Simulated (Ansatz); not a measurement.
I need vertical spin-state energies of CH7AsNSi, SMILES N[CH][SiH2][AsH2]. Use the Python package of Ansatz (0.2.0). Level of theory (for the species named): B3LYP, def2-SVPD basis, multiplicity 2.

```yaml
atoms:
  - { symbol: N, position_ang: [-1.3498, 0.5409, -0.8946] }
  - { symbol: C, position_ang: [-1.1245, 0.2048, 0.5035] }
  - { symbol: Si, position_ang: [0.1831, -1.1256, 0.6496] }
  - { symbol: As, position_ang: [2.2305, -0.3315, -0.1065] }
  - { symbol: H, position_ang: [-0.5831, 1.1815, -1.2037] }
  - { symbol: H, position_ang: [-2.2356, 1.0931, -0.9360] }
  - { symbol: H, position_ang: [-0.8231, 1.1051, 1.0822] }
  - { symbol: H, position_ang: [0.3124, -1.5136, 2.0618] }
  - { symbol: H, position_ang: [-0.2135, -2.2991, -0.1426] }
  - { symbol: H, position_ang: [1.9610, 1.0894, 0.4883] }
  - { symbol: H, position_ang: [1.6426, 0.0550, -1.5022] }
```

`ch7asnsi_spin.py`
```python
'''Vertical spin-state energies of CH7AsNSi.'''

import ansatz as az

BASIS_SET = 'def2-SVPD'
FUNCTIONAL = 'b3lyp'

GEOMETRY = '''
N    -1.34980    0.54090   -0.89460
C    -1.12450    0.20480    0.50350
Si    0.18310   -1.12560    0.64960
As    2.23050   -0.33150   -0.10650
H    -0.58310    1.18150   -1.20370
H    -2.23560    1.09310   -0.93600
H    -0.82310    1.10510    1.08220
H     0.31240   -1.51360    2.06180
H    -0.21350   -2.29910   -0.14260
H     1.96100    1.08940    0.48830
H     1.64260    0.05500   -1.50220
'''


def main() -> None:
    system = az.Crystal.molecule()
    for line in GEOMETRY.strip().splitlines():
        symbol, *xyz = line.split()
        system = system.atom(symbol, [float(v) for v in xyz])

    setup = (
        system.calculation()
        .basis(gaussian=BASIS_SET)
        .functional(FUNCTIONAL)
    )
    found = {}
    for unpaired in [1, 3]:
        data = setup.spin('collinear', total=unpaired).run(threads=1).report
        s = unpaired / 2
        found[unpaired] = data['free_energy_ev']
        print(f'2S+1 = {unpaired + 1}: E = {found[unpaired]:.5f} eV, <S^2> = {abs(data["mean_field"]["state"]["spin_squared"]):.3f} (pure state {s * (s + 1):.2f})')
    lowest = min(found, key=found.get)
    for unpaired, e in found.items():
        print(f'multiplicity {unpaired + 1}: {23.060548 * (e - found[lowest]):.1f} kcal/mol above the lowest')


if __name__ == '__main__':
    main()
```

```console
$ python ch7asnsi_spin.py
2S+1 = 2: E = -71348.08410 eV, <S^2> = 0.754 (pure state 0.75)
2S+1 = 4: E = -71342.54129 eV, <S^2> = 3.759 (pure state 3.75)
multiplicity 2: 0.0 kcal/mol above the lowest
multiplicity 4: 127.8 kcal/mol above the lowest
```

In order: multiplicity 2 (+0.00 eV) and multiplicity 4 (+5.54 eV), all at the one geometry.

Reading the output:
- Total energies depend on the basis set; only differences at equal settings carry meaning.
- The geometry is a force-field or estimated start, not a minimum of this method, and the basis set is short of its limit. All parts are taken at fixed geometry, without zero-point energy.
- The run takes the species as open-shell (spin multiplicity 2), which needn't be its ground state.
- b3lyp holds the VWN-RPA fit, as in Gaussian; the form of ORCA and Turbomole is b3lyp5.
- It ran for 3.2 min on 1 thread of Arm Neoverse V1, on a shared host, peak memory 0.9 GiB.
